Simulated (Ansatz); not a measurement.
# La2Cu2SeSO2: the cost of one run

All numbers below are computed with Ansatz 0.2.0 (DFT PBEsol, scalar-relativistic, plane waves, PAW).

4 further runs of the same task are left out: 4 set aside as unsound or not needed.

## 1. The structure to begin with

The cell holds 31 atoms (Cu8La8O7S4Se4): a = 7.948 Å, b = 7.948 Å, c = 8.531 Å, α = 90.00°, β = 90.00°, γ = 90.00°.

The coordinates of this cell stand in the input of its own run.

The host was relaxed before at PBEsol: a = 3.974 Å, b = 3.974 Å, c = 8.531 Å, α = 90.00°, β = 90.00°, γ = 90.00° (conventional cell), 16.841 Å³/atom.

Places, in fractions of the supercell: a vacancy on O at (0.250, 0.000, 0.995). The start keeps the symmetry of the ideal site.

## 2. Band edges of the host over the zone

input.yaml reads:

```yaml
crystal:
  lattice:
    - [3.9741528606, 0.0, 0.0]
    - [0.0, 3.9741528606, 0.0]
    - [0.0, 0.0, 8.5305270288]
  atoms:
    - { symbol: Cu, position: [0.0, 0.5, 0.487422713] }
    - { symbol: Cu, position: [0.5, 0.0, 0.487422713] }
    - { symbol: La, position: [0.5, 0.5, 0.8587359685] }
    - { symbol: La, position: [0.0, 0.0, 0.1517200078] }
    - { symbol: O, position: [0.0, 0.5, 0.0052589354] }
    - { symbol: O, position: [0.5, 0.0, 0.0052589354] }
    - { symbol: S, position: [0.5, 0.5, 0.3382862137] }
    - { symbol: Se, position: [0.0, 0.0, 0.6658925132] }
basis:
  ecutwfc: 420
  xc_grid: 2
kpoints:
  mp_grid: { grid: [6, 6, 4] }
  band_path: { path: [VBM, CBM], npoints: 2 }
hamiltonian:
  xc: pbesol
scf:
  occupations: { method: gaussian, width: 0.02 }
output:
  forces: true
  stress: true
  eigenvalues: true
```

Started as:

```sh
$ ansatz run input.yaml --threads 8 --pin off --max-ram 14336MiB --backend cpu --events-out ev --progress --plain --runs-dir out
```

Q: Estimate wall time and peak memory on 8 threads of Arm Neoverse V1, shared host.

About 13 s, with a peak of 0.81 GiB.
